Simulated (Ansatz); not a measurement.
Task: a single point in a Gaussian basis of CH8AlBSi, SMILES B[SiH2][AlH][CH3], with Ansatz's Python interface. Give the script and its output. Settings: PBE0, pcseg-2 basis, multiplicity 1.

```xyz
12

B    -1.6066    1.5199   -0.4119
Si   -1.2118    0.3219    0.9972
Al    0.9987   -0.3610    0.7199
C     1.6659   -1.2464   -0.9569
H    -1.5677    1.2159   -1.5686
H    -1.9955    2.6808   -0.1637
H    -1.3484    0.9861    2.3057
H    -2.0533   -0.8305    0.9123
H     2.0993   -0.0839    1.9374
H     1.9837   -2.2685   -0.6997
H     0.7081   -1.3409   -1.6109
H     2.4045   -0.6487   -1.4269
```

Script `energy.py`:
```python
"""Single point of CH8AlBSi."""

from pathlib import Path
import json

import ansatz as az
import numpy as np

ch8albsi = (
    az.Crystal.molecule()
    .atom("B", (-1.6066, 1.5199, -0.4119))
    .atom("Si", (-1.2118, 0.3219, 0.9972))
    .atom("Al", (0.9987, -0.361, 0.7199))
    .atom("C", (1.6659, -1.2464, -0.9569))
    .atom("H", (-1.5677, 1.2159, -1.5686))
    .atom("H", (-1.9955, 2.6808, -0.1637))
    .atom("H", (-1.3484, 0.9861, 2.3057))
    .atom("H", (-2.0533, -0.8305, 0.9123))
    .atom("H", (2.0993, -0.0839, 1.9374))
    .atom("H", (1.9837, -2.2685, -0.6997))
    .atom("H", (0.7081, -1.3409, -1.6109))
    .atom("H", (2.4045, -0.6487, -1.4269))
)

model = ch8albsi.calculation().basis(gaussian="pcseg-2").functional("pbe0").forces().orbitals()
outcome = model.run(runs_dir="runs")
data = outcome.report

print("reference energy %16.6f eV" % data["reference_energy_ev"])
print("total energy     %16.6f eV" % data["free_energy_ev"])
print("occupied (up, down):", data["n_occupied"], " virtual:", data["n_virtual"], " frozen:", data["n_frozen"])

symbols = [site.symbol for site in ch8albsi.cartesian_sites]
print("forces (eV/A)")
for symbol, f in zip(symbols, data["forces_ev_ang"]):
    print(f"  {symbol:2s} {f[0]:9.4f} {f[1]:9.4f} {f[2]:9.4f}")

charges = data["charge_distribution"]
print("dipole moment", round(4.803205 * float(np.linalg.norm(charges["dipole_moment_e_ang"])), 3), "D")
print("Mulliken:", [(s, round(q, 3)) for s, q in zip(symbols, charges["mulliken_charges_e"])])

lines = Path(data["orbitals_path"]).read_text().splitlines()
field_of = lambda key: [line.split("=")[1].strip() for line in lines if line.startswith(key)]
orbitals = [(27.211386 * float(e), s, float(n)) for e, s, n in zip(field_of("Ene="), field_of("Spin="), field_of("Occup="))]
homo = max(e for e, _, n in orbitals if n > 0.5)
lumo = min(e for e, _, n in orbitals if n < 0.5)
for e, spin, n in sorted(orbitals):
    if homo - 6 < e < lumo + 5:
        print(f"{spin:6s} {e:10.3f} eV  occupation {n:.0f}")
with open("ch8albsi.json", "w") as handle:
    json.dump({k: data[k] for k in ("free_energy_ev", "reference_energy_ev", "n_occupied", "n_virtual")}, handle, indent=1)
```

Output of `python energy.py`:
```text
reference energy    -16308.877357 eV
total energy        -16308.877357 eV
occupied (up, down): [23, 23]  virtual: [217, 217]  frozen: 0
forces (eV/A)
  B    -1.0867    1.9593   -1.1021
  Si    0.0368    0.5297    1.2366
  Al    2.2393   -0.5487   -0.0384
  C    -3.2474   -0.5623    0.5964
  H     0.0397   -0.0216    0.0198
  H     0.5643   -0.8963   -0.2739
  H    -0.1563   -0.0448    0.3723
  H    -0.7144   -1.1002   -0.0921
  H    -0.5455   -0.1051   -0.5398
  H     0.2418    0.3595   -0.2883
  H     1.7875    0.1417    0.7409
  H     0.8410    0.2887   -0.6313
dipole moment 0.765 D
Mulliken: [('B', -0.047), ('Si', 0.15), ('Al', 0.561), ('C', -0.445), ('H', -0.012), ('H', -0.015), ('H', -0.1), ('H', -0.077), ('H', -0.221), ('H', 0.071), ('H', 0.061), ('H', 0.074)]
Alpha     -13.208 eV  occupation 2
Alpha     -11.607 eV  occupation 2
Alpha     -10.969 eV  occupation 2
Alpha     -10.767 eV  occupation 2
Alpha     -10.422 eV  occupation 2
Alpha      -9.364 eV  occupation 2
Alpha      -8.821 eV  occupation 2
Alpha      -7.787 eV  occupation 2
Alpha      -7.340 eV  occupation 2
Alpha      -2.647 eV  occupation 0
Alpha      -1.378 eV  occupation 0
Alpha       0.063 eV  occupation 0
Alpha       0.513 eV  occupation 0
Alpha       1.009 eV  occupation 0
Alpha       1.348 eV  occupation 0
Alpha       1.422 eV  occupation 0
Alpha       1.919 eV  occupation 0
Alpha       1.982 eV  occupation 0
Alpha       2.123 eV  occupation 0
```

It writes `ch8albsi.json`:
```json
{
 "free_energy_ev": -16308.877357044692,
 "reference_energy_ev": -16308.877357044692,
 "n_occupied": [
  23,
  23
 ],
 "n_virtual": [
  217,
  217
 ]
}
```

Total energies depend on the basis set; only differences at equal settings carry meaning. The geometry is a force-field or estimated start, not a minimum of this method, and the basis set is short of its limit. Alpha marks a spatial orbital of a restricted run, filled by both spins. Levels such as HOMO and LUMO are orbital energies: with these approximate functionals they aren't the ionisation energy and electron affinity, and their gap isn't the fundamental gap. It ran for 15 s on 1 thread of Arm Neoverse V1 (shared host), peak memory 0.63 GiB.

(A comment or docstring line of the script was reworded after the run, the code is as it ran; lines on the test bed's own set-up are left out of the output.)
